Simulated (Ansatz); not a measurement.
# CaMn2Bi2: the cost of one run

Computed with Ansatz 0.2.0 (DFT at more than one level, as each input shows, unless a step's input says otherwise).

1 further run of the same task is left out (set aside as unsound or not needed).

**1. The system as given**

Symmetry: P-3m1, No. 164, trigonal system. Conventional cell: a = 4.600 Å, b = 4.600 Å, c = 7.775 Å, α = 90.00°, β = 90.00°, γ = 120.00°. Around Ca (site symmetry -3m) lie 6 Bi at 3.29 Å. Around Mn (site symmetry 3m) lie 4 Bi at 2.85 to 2.87 Å and 3 Mn at 3.23 Å. Around Bi (site symmetry 3m) lie 4 Mn at 2.85 to 2.87 Å.

Coordinates:

```xyz
5
Lattice="4.6001 0.0000 0.0000 -2.3001 3.9838 0.0000 0.0000 0.0000 7.7749" Properties=species:S:1:pos:R:3 pbc="T T T"
Ca    0.0000    0.0000    0.0000
Mn    2.3001    1.3279    4.8045
Mn    0.0000    2.6559    2.9704
Bi    2.3001    1.3279    1.9392
Bi    0.0000    2.6559    5.8357
```

**2. Level of theory: DFT r2SCAN, scalar-relativistic, plane waves, PAW, at the base's geometry**

input.yaml

```yaml
crystal:
  lattice:
    - [4.6001002969, 0.0, 0.0]
    - [-2.3000501485, 3.983803717, 0.0]
    - [0.0, 0.0, 7.7748972838]
  atoms:
    - { symbol: Ca, position: [0.0, 0.0, 0.0] }
    - { symbol: Mn, position: [0.6666666667, 0.3333333333, 0.6179526107], spin: 4.0 }
    - { symbol: Mn, position: [0.3333333333, 0.6666666667, 0.3820473893], spin: 4.0 }
    - { symbol: Bi, position: [0.6666666667, 0.3333333333, 0.2494157387] }
    - { symbol: Bi, position: [0.3333333333, 0.6666666667, 0.7505842613] }
basis:
  ecutwfc: 500
kpoints:
  mp_grid: { grid: [12, 12, 6] }
  band_path:
    path:
      - [[0.0, 0.0, 0.0], [0.5, 0.0, 0.0], [0.33333333, 0.33333333, 0.0], [0.0, 0.0, 0.0], [0.0, 0.0, 0.5], [0.5, 0.0, 0.5], [0.33333333, 0.33333333, 0.5], [0.0, 0.0, 0.5]]
      - [[0.5, 0.0, 0.5], [0.5, 0.0, 0.0]]
      - [[0.33333333, 0.33333333, 0.5], [0.33333333, 0.33333333, 0.0]]
    npoints: 14
hamiltonian:
  xc: r2scan
scf:
  occupations: { method: gaussian, width: 0.1 }
  n_extra_bands: 12
output:
  forces: true
  stress: true
  eigenvalues: true
  populations: true
  dos: { projected: true, de: 0.02, nscf_kmesh: { grid: [18, 18, 9] } }
  bader: true
  write_density: true
  write_potential: true
  elf: true
  volumetric_format: npy
magnetization:
  spin_polarized: true
```

Command:

```sh
$ ansatz run input.yaml --threads 2 --pin off --max-ram 5120MiB --backend cpu --events-out ev --progress --plain --runs-dir out
```

What time and memory should one allow on 2 threads of Arm Neoverse V1, shared host?

About 5.8 min, with a peak of 2.3 GiB.
